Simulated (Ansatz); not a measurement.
**C2H4FNOSi: one species, many methods**

Aim: compute C2H4FNOSi with functionals from several rungs and with coupled cluster, and see how far each lands from CCSD(T) at the basis-set limit for the atomisation energy.

The runs use Ansatz 0.2.0, Gaussian basis; functionals in def2-TZVPP, the program's frozen cores in correlated methods.

Plan: PBE-D4, r2SCAN-D4, PBE0-D4, B3LYP-D4, ωB97X-V, ωB97M-V, B2PLYP; CCSD(T)/def2-TZVPP; MP2/def2-QZVPP; extrapolation to the limit.

### Step 1. Structure used throughout

An earlier PBE0-D4/def2-TZVP relaxation fixed the geometry.

10 atoms, charge 0, spin multiplicity 1.

Atoms are counted from 1 here; the program's logs count them from 0.

Bond lengths: N1–C2 1.153 Å, C2–O3 1.289 Å, O3–C4 1.434 Å, C4–F5 1.365 Å, C4–Si6 1.919 Å, C4–H7 1.095 Å, Si6–H8 1.480 Å, Si6–H9 1.481 Å, Si6–H10 1.482 Å. Angles: N1–C2–O3 177.9°, C2–O3–C4 115.8°, O3–C4–F5 108.2°, O3–C4–Si6 107.7°, O3–C4–H7 108.2°, F5–C4–Si6 110.8°, F5–C4–H7 107.4°, Si6–C4–H7 114.4°, C4–Si6–H8 108.0°, C4–Si6–H9 106.6°, C4–Si6–H10 107.7°, H8–Si6–H9 111.7°, H8–Si6–H10 111.7°, H9–Si6–H10 111.0°.

Coordinates:

```xyz
10
C2H4FNOSi
N    -1.5193    1.7912    2.5027
C    -1.2746    1.0829    1.6263
O    -1.0322    0.2609    0.6631
C     0.2332    0.4227    0.0083
F     0.1546    1.5147   -0.8065
Si    0.5677   -1.1661   -1.0143
H     0.9891    0.6371    0.7712
H    -0.5637   -1.3538   -1.9497
H     1.8425   -0.9446   -1.7352
H     0.6855   -2.2963   -0.0632
```

### Step 2. PBE-D4 (GGA)

in.yaml

```yaml
crystal:
  periodic: [false, false, false]
  atoms:
    - {symbol: N, position_ang: [-1.519283, 1.791212, 2.502732]}
    - {symbol: C, position_ang: [-1.274550, 1.082883, 1.626302]}
    - {symbol: O, position_ang: [-1.032203, 0.260923, 0.663108]}
    - {symbol: C, position_ang: [0.233211, 0.422654, 0.008341]}
    - {symbol: F, position_ang: [0.154633, 1.514708, -0.806462]}
    - {symbol: Si, position_ang: [0.567738, -1.166095, -1.014263]}
    - {symbol: H, position_ang: [0.989132, 0.637091, 0.771242]}
    - {symbol: H, position_ang: [-0.563716, -1.353814, -1.949678]}
    - {symbol: H, position_ang: [1.842516, -0.944602, -1.735211]}
    - {symbol: H, position_ang: [0.685521, -2.296259, -0.063211]}
basis:
  gaussian: {orbitals: def2-TZVPP}
hamiltonian: {xc: pbe, dispersion: d4}
output: {forces: true, orbitals: {seedname: orbitals}}
```

On the command line:

```
> ansatz run in.yaml --threads 4 --pin off --events-out ev --progress --plain --max-ram 10444MiB
```

After this run come: r2SCAN-D4 (meta-GGA); PBE0-D4 (hybrid); B3LYP-D4 (hybrid); ωB97X-V (range-separated); ωB97M-V (range-separated); B2PLYP (double hybrid); CCSD(T) in def2-TZVPP; MP2 in def2-QZVPP.

Before running them: what should the planned runs give, taken together? Wanted: atomisation energy, CCSD(T)/CBS; farthest; mean size of error, hybrid; mean size of error, range-separated; gap, smallest and largest; T1 diagnostic; triples share of the correlation energy.

The runs gave:

| quantity | value |
| --- | --- |
| atomisation energy, CCSD(T)/CBS | 3795.0 kJ/mol |
| functionals within 19.0 kJ/mol (0.5 %) | r2SCAN-D4, PBE0-D4, B3LYP-D4 |
| farthest | PBE-D4 (+149.1 kJ/mol) |
| mean size of error, hybrid | 10.3 kJ/mol |
| mean size of error, range-separated | 27.3 kJ/mol |
| gap, smallest and largest | 6.46 eV (PBE-D4), 13.17 eV (ωB97X-V) |
| T1 diagnostic | 0.0139 |
| triples share of the correlation energy | 4.0 % |

**Reading.** PBE-D4 is off by +149.1 kJ/mol, about 16.6 kJ/mol a bond. Double hybrids carry the basis error of their MP2 part in triple zeta, and no dispersion term here, so their miss is partly the set-up's. The reference freezes the cores and leaves out relativity and excitations past (T), so misses under about 19.0 kJ/mol can't be ranked. Hartree-Fock recovers 67 % of the binding; the rest is correlation. The gap grows from 6.5 to 13.2 eV across the functionals, mostly with the share of exact exchange.
